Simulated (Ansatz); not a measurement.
**SiAsH5 (singlet): from Hartree-Fock to the top rungs, cc-pVDZ**

Aim: climb from Hartree-Fock through coupled cluster and multireference methods for SiAsH5 (singlet) at one geometry and basis, and see what each rung misses.

Program: Ansatz 0.2.0, Gaussian basis. Level of theory: cc-pVDZ, core rule «outside noble gas», up to 19 orbitals frozen. These are calculated values, not measurements.

To be run: UHF; CCSD(T) on RHF; BCCD(T) on RHF; CISD; CCSDT(Q) on RHF; CASSCF and MRCISD+Q, 8 electrons in 8 orbitals; CASSCF and NEVPT2, 8 electrons in 8 orbitals.

12 further runs of the same task are left out: 5 that didn't finish, 7 set aside as unsound or not needed. Runs told in other sessions of the task aren't counted.

**1. What is computed**

The geometry is a PBE0/def2-TZVP stationary point (not a proven minimum). No spin-orbit coupling is included. The filled d shell of As may be among the frozen orbitals whatever the setting's name suggests.

7 atoms, charge 0, spin multiplicity 1.

Atoms are counted from 1 here; the program's logs count them from 0.

Bond lengths: Si1–As2 2.367 Å, Si1–H3 1.486 Å, Si1–H4 1.486 Å, Si1–H5 1.486 Å, As2–H6 1.523 Å, As2–H7 1.523 Å. Angles: As2–Si1–H3 108.2°, As2–Si1–H4 108.2°, As2–Si1–H5 113.5°, H3–Si1–H4 108.8°, H3–Si1–H5 109.0°, H4–Si1–H5 109.0°, Si1–As2–H6 92.2°, Si1–As2–H7 92.2°, H6–As2–H7 92.2°.

**2. UHF**

Input file in.yaml:

```yaml
crystal:
  periodic: [false, false, false]
  atoms:
    - {symbol: Si, position_ang: [-0.028631, 0.000000, 1.671930]}
    - {symbol: As, position_ang: [0.038419, 0.000000, -0.693626]}
    - {symbol: H, position_ang: [0.688331, -1.208580, 2.156098]}
    - {symbol: H, position_ang: [0.688329, 1.208581, 2.156098]}
    - {symbol: H, position_ang: [-1.407476, -0.000001, 2.225245]}
    - {symbol: H, position_ang: [-1.013572, -1.097536, -0.783178]}
    - {symbol: H, position_ang: [-1.013574, 1.097534, -0.783178]}
basis:
  gaussian: {orbitals: cc-pVDZ}
magnetization: {spin_polarized: true, initial_magnetization: 0}
hamiltonian: {xc: hf}
output: {orbitals: {seedname: orbitals}}
```

The run is started by

```bash
ansatz run in.yaml --threads 1 --pin off --events-out ev --progress --plain --max-ram 2393MiB
```

The runs that follow: CCSD(T) on RHF; BCCD(T) on RHF; CISD; CCSDT(Q) on RHF; CASSCF and MRCISD+Q, 8 electrons in 8 orbitals; CASSCF and NEVPT2, 8 electrons in 8 orbitals.

**Question.** What will the summary of the whole plan be? Wanted: RCCSDT(Q) from the RHF energy; RMP2 from RCCSDT(Q); RCCSD from RCCSDT(Q); RCCSD(T) from RCCSDT(Q); NEVPT2 frontier from RCCSDT(Q); MRCISD+Q frontier from RCCSDT(Q); T1 diagnostic.

The runs gave:

| quantity | value |
| --- | --- |
| RCCSDT(Q) from the RHF energy | -7.5360 eV |
| RMP2 from RCCSDT(Q) | +144.1 kJ/mol |
| RCCSD from RCCSDT(Q) | +21.7 kJ/mol |
| RCCSD(T) from RCCSDT(Q) | +3.7 kJ/mol |
| NEVPT2 frontier from RCCSDT(Q) | +131.6 kJ/mol |
| MRCISD+Q frontier from RCCSDT(Q) | +3.9 kJ/mol |
| levels within 1 kcal/mol (43 meV) | RCCSD(T), BCCD(T), RCCSDT, MRCISD+Q frontier |
| T1 diagnostic | 0.012 |

**Reading.** RCCSD(T) lands +3.7 kJ/mol from the yardstick (0.5 % of the correlation energy). Of the multireference levels listed MRCISD+Q frontier comes nearest in total energy (+3.9 kJ/mol), which doesn't show that its space is the better one. These misses are within one basis, not against nature.
